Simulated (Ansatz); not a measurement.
Crystal: BiTe.

```
Bi Te
1.0
     0.00000    3.23500    3.23500
     3.23500    0.00000    3.23500
     3.23500    3.23500    0.00000
Bi Te
1 1
Cartesian
  0.0000 0.0000 0.0000
  3.2350 3.2350 3.2350
```

Program: Ansatz 0.2.0. Alike in all runs: potentials or basis Ansatz PAW; cell as given; cutoff (eV) 420. Hardware: 2 threads of Arm Neoverse V2, on a shared host.

Problem. Order these runs on this cell by their wall time, lowest first.
A. task band structure; level PBE; spin SOC, no magnetisation; k mesh 5 × 5 × 5; smearing fermi-dirac 0.05 eV; points for each segment of the path 14
B. task single point; level PBE; spin off; k mesh 7 × 7 × 7; smearing gaussian 0.011 eV
C. task band structure; level LDA; spin off; k mesh 7 × 7 × 7; smearing fermi-dirac 0.05 eV; points for each segment of the path 14

Solution. B (0.93 s), C (4.3 s), A (23 s).
